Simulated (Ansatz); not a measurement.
# CH₆BNSZn: basis-set convergence

An exercise on one series of results from a longer session: the logs are not shown, and one member is left open.

The runs use Ansatz 0.2.0, Gaussian basis; one geometry, several basis sets.

Plan: PBE0-D4/def2-SVP; ωB97M-V/def2-SVP; PBE0-D4/def2-QZVPP; ωB97M-V/def2-QZVPP; the functionals' def2-TZVPP values are taken from earlier runs.

### Structure used throughout

An earlier PBE0-D4 in a triple-zeta def2 set relaxation fixed the geometry.

SMILES `B[S][Zn][CH2]N`, 11 atoms, charge 0, spin multiplicity 1.

Atoms are counted from 1 here; the program's logs count them from 0.

Bond lengths: B1–S2 1.773 Å, B1–H6 1.195 Å, B1–H7 1.207 Å, S2–Zn3 2.205 Å, Zn3–C4 1.976 Å, C4–N5 1.462 Å, C4–H8 1.093 Å, C4–H9 1.093 Å, N5–H10 1.011 Å, N5–H11 1.011 Å. Angles: S2–B1–H6 119.5°, S2–B1–H7 121.9°, H6–B1–H7 118.6°, B1–S2–Zn3 88.1°, S2–Zn3–C4 173.6°, Zn3–C4–N5 117.2°, Zn3–C4–H8 108.4°, Zn3–C4–H9 108.1°, N5–C4–H8 108.6°, N5–C4–H9 108.6°, H8–C4–H9 105.3°, C4–N5–H10 111.5°, C4–N5–H11 111.6°, H10–N5–H11 106.9°.

Coordinates:

```tsv
atom	x (Å)	y (Å)	z (Å)
B1	0.9960	2.4508	0.6598
S2	2.4232	1.4213	0.4466
Zn3	1.0581	-0.2947	0.2149
C4	-0.3164	-1.6879	-0.0604
N5	-1.4808	-1.3284	-0.8675
H6	1.1383	3.6230	0.8411
H7	-0.1238	2.0025	0.6267
H8	0.1632	-2.5611	-0.5094
H9	-0.6627	-2.0210	0.9213
H10	-1.9811	-0.5455	-0.4680
H11	-1.2141	-1.0589	-1.8051
```

The first run:

File in.yaml:

```yaml
crystal:
  periodic: [false, false, false]
  atoms:
    - {symbol: B, position_ang: [0.996035, 2.450844, 0.659827]}
    - {symbol: S, position_ang: [2.423194, 1.421258, 0.446628]}
    - {symbol: Zn, position_ang: [1.058108, -0.294662, 0.214938]}
    - {symbol: C, position_ang: [-0.316445, -1.687921, -0.060369]}
    - {symbol: N, position_ang: [-1.480767, -1.328447, -0.867536]}
    - {symbol: H, position_ang: [1.138332, 3.623003, 0.841108]}
    - {symbol: H, position_ang: [-0.123836, 2.002477, 0.626652]}
    - {symbol: H, position_ang: [0.163222, -2.561087, -0.509445]}
    - {symbol: H, position_ang: [-0.662698, -2.021027, 0.921257]}
    - {symbol: H, position_ang: [-1.981057, -0.545500, -0.467996]}
    - {symbol: H, position_ang: [-1.214078, -1.058928, -1.805074]}
basis:
  gaussian: {orbitals: def2-SVP}
hamiltonian: {xc: pbe0, dispersion: d4}
output: {orbitals: {seedname: orbitals}}
```

The run is started by

```sh
$ ansatz run in.yaml --threads 2 --pin off --events-out ev --progress --plain --max-ram 22528MiB --backend cpu
```

Steps of the session up to this table: PBE0-D4 in def2-SVP; ωB97M-V in def2-SVP; PBE0-D4 in def2-QZVPP; ωB97M-V in def2-QZVPP.

One of the session's tables, all rows but one given; the rest of the session is left out.

It belongs to the step «Density functionals: the series». 

| functional | basis | HOMO (eV) |
| --- | --- | --- |
| PBE0-D4 | def2-SVP | -5.90 |
| PBE0-D4 | def2-TZVPP | -6.15 |
| PBE0-D4 | def2-QZVPP | -6.19 |
| ωB97M-V | def2-SVP | -8.06 |
| ωB97M-V | def2-TZVPP | -8.33 |
| ωB97M-V | def2-QZVPP | ? |

Q: Estimate the row for ωB97M-V, def2-QZVPP from the others.

As computed: HOMO (eV): -8.36. In the column «HOMO (eV)» it is the lowest.
